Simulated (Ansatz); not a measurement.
# MnW11S24 (Tungstenite): the cost of one run

Program: Ansatz 0.2.0. Level of theory: DFT, PBE, plane-wave PAW, default files, scalar-relativistic, as far as a step names no other. These are calculated values, not measurements.

The COD entry's cell or inner coordinates are ideal or old and differ from later refinements, so a difference from it is no clean test against experiment.

## Step 1: The system as given

Symmetry: Pm, No. 6, monoclinic system. The conventional cell has a = 6.360 Å, b = 12.500 Å, c = 8.413 Å, α = 90.00°, β = 100.89°, γ = 90.00°. Around Mn (site symmetry m) lie 6 S at 2.41 Å. W (site symmetry m) has 6 S at 2.41 Å in its first shell of neighbours. Only part of the 24 independent sites is listed.

Structure file:

```xyz
36
Lattice="6.3600 0.0000 0.0000 -4.7700 8.2619 0.0000 0.0000 0.0000 12.5000" Properties=species:S:1:pos:R:3 pbc="T T T"
Mn    0.0000    1.8360    3.1250
W    -1.5900    4.5899    3.1250
W    -3.1800    7.3439    3.1250
W     3.1800    1.8360    3.1250
W     1.5900    4.5899    3.1250
W     0.0000    7.3439    3.1250
W     1.5900    0.9180    9.3750
W     0.0000    3.6719    9.3750
W    -1.5900    6.4259    9.3750
W     4.7700    0.9180    9.3750
W     3.1800    3.6719    9.3750
W     1.5900    6.4259    9.3750
S     0.0000    1.8360    7.8125
S    -1.5900    4.5899    7.8125
S    -3.1800    7.3439    7.8125
S     3.1800    1.8360    7.8125
S     1.5900    4.5899    7.8125
S     0.0000    7.3439    7.8125
S     1.5900    0.9180    1.5625
S     0.0000    3.6719    1.5625
S    -1.5900    6.4259    1.5625
S     4.7700    0.9180    1.5625
S     3.1800    3.6719    1.5625
S     1.5900    6.4259    1.5625
S     0.0000    1.8360   10.9375
S    -1.5900    4.5899   10.9375
S    -3.1800    7.3439   10.9375
S     3.1800    1.8360   10.9375
S     1.5900    4.5899   10.9375
S     0.0000    7.3439   10.9375
S     1.5900    0.9180    4.6875
S     0.0000    3.6719    4.6875
S    -1.5900    6.4259    4.6875
S     4.7700    0.9180    4.6875
S     3.1800    3.6719    4.6875
S     1.5900    6.4259    4.6875
```

Atom 1 of the input is the impurity.

## Step 2: Single point at the given positions

input.yaml

```yaml
crystal:
  lattice:
    - [6.36, 0.0, 0.0]
    - [-4.77, 8.261882352, 0.0]
    - [0.0, 0.0, 12.5]
  atoms:
    - { symbol: Mn, position: [0.1666666666, 0.2222222222, 0.25], spin: 3.0 }
    - { symbol: W, position: [0.1666666666, 0.5555555556, 0.25] }
    - { symbol: W, position: [0.1666666666, 0.8888888889, 0.25] }
    - { symbol: W, position: [0.6666666666, 0.2222222222, 0.25] }
    - { symbol: W, position: [0.6666666666, 0.5555555556, 0.25] }
    - { symbol: W, position: [0.6666666666, 0.8888888889, 0.25] }
    - { symbol: W, position: [0.3333333334, 0.1111111111, 0.75] }
    - { symbol: W, position: [0.3333333334, 0.4444444444, 0.75] }
    - { symbol: W, position: [0.3333333334, 0.7777777778, 0.75] }
    - { symbol: W, position: [0.8333333334, 0.1111111111, 0.75] }
    - { symbol: W, position: [0.8333333334, 0.4444444444, 0.75] }
    - { symbol: W, position: [0.8333333334, 0.7777777778, 0.75] }
    - { symbol: S, position: [0.1666666666, 0.2222222222, 0.625] }
    - { symbol: S, position: [0.1666666666, 0.5555555556, 0.625] }
    - { symbol: S, position: [0.1666666666, 0.8888888889, 0.625] }
    - { symbol: S, position: [0.6666666666, 0.2222222222, 0.625] }
    - { symbol: S, position: [0.6666666666, 0.5555555556, 0.625] }
    - { symbol: S, position: [0.6666666666, 0.8888888889, 0.625] }
    - { symbol: S, position: [0.3333333334, 0.1111111111, 0.125] }
    - { symbol: S, position: [0.3333333334, 0.4444444444, 0.125] }
    - { symbol: S, position: [0.3333333334, 0.7777777778, 0.125] }
    - { symbol: S, position: [0.8333333334, 0.1111111111, 0.125] }
    - { symbol: S, position: [0.8333333334, 0.4444444444, 0.125] }
    - { symbol: S, position: [0.8333333334, 0.7777777778, 0.125] }
    - { symbol: S, position: [0.1666666666, 0.2222222222, 0.875] }
    - { symbol: S, position: [0.1666666666, 0.5555555556, 0.875] }
    - { symbol: S, position: [0.1666666666, 0.8888888889, 0.875] }
    - { symbol: S, position: [0.6666666666, 0.2222222222, 0.875] }
    - { symbol: S, position: [0.6666666666, 0.5555555556, 0.875] }
    - { symbol: S, position: [0.6666666666, 0.8888888889, 0.875] }
    - { symbol: S, position: [0.3333333334, 0.1111111111, 0.375] }
    - { symbol: S, position: [0.3333333334, 0.4444444444, 0.375] }
    - { symbol: S, position: [0.3333333334, 0.7777777778, 0.375] }
    - { symbol: S, position: [0.8333333334, 0.1111111111, 0.375] }
    - { symbol: S, position: [0.8333333334, 0.4444444444, 0.375] }
    - { symbol: S, position: [0.8333333334, 0.7777777778, 0.375] }
magnetization:
  spin_polarized: true
kpoints:
  mp_grid: { grid: [4, 3, 2] }
scf:
  occupations: { method: fermi_dirac, width: 0.01 }
hamiltonian:
  xc: pbe
  pseudopotentials: { kind: paw }
output:
  forces: true
  stress: true
  populations: true
  efg:
    quadrupole_moments_barn: { Mn: 0.33, S: -0.0694 }
    contact_densities: true
```

On the command line:

```bash
$ ansatz run input.yaml --threads 4 --pin off --max-ram 10240MiB --backend cpu --events-out ev --progress --plain --runs-dir out
```

What time and memory should one allow on 4 threads of Intel Xeon Platinum 8488C (Sapphire Rapids), shared host?

About 3.3 min, with a peak of 4.2 GiB.
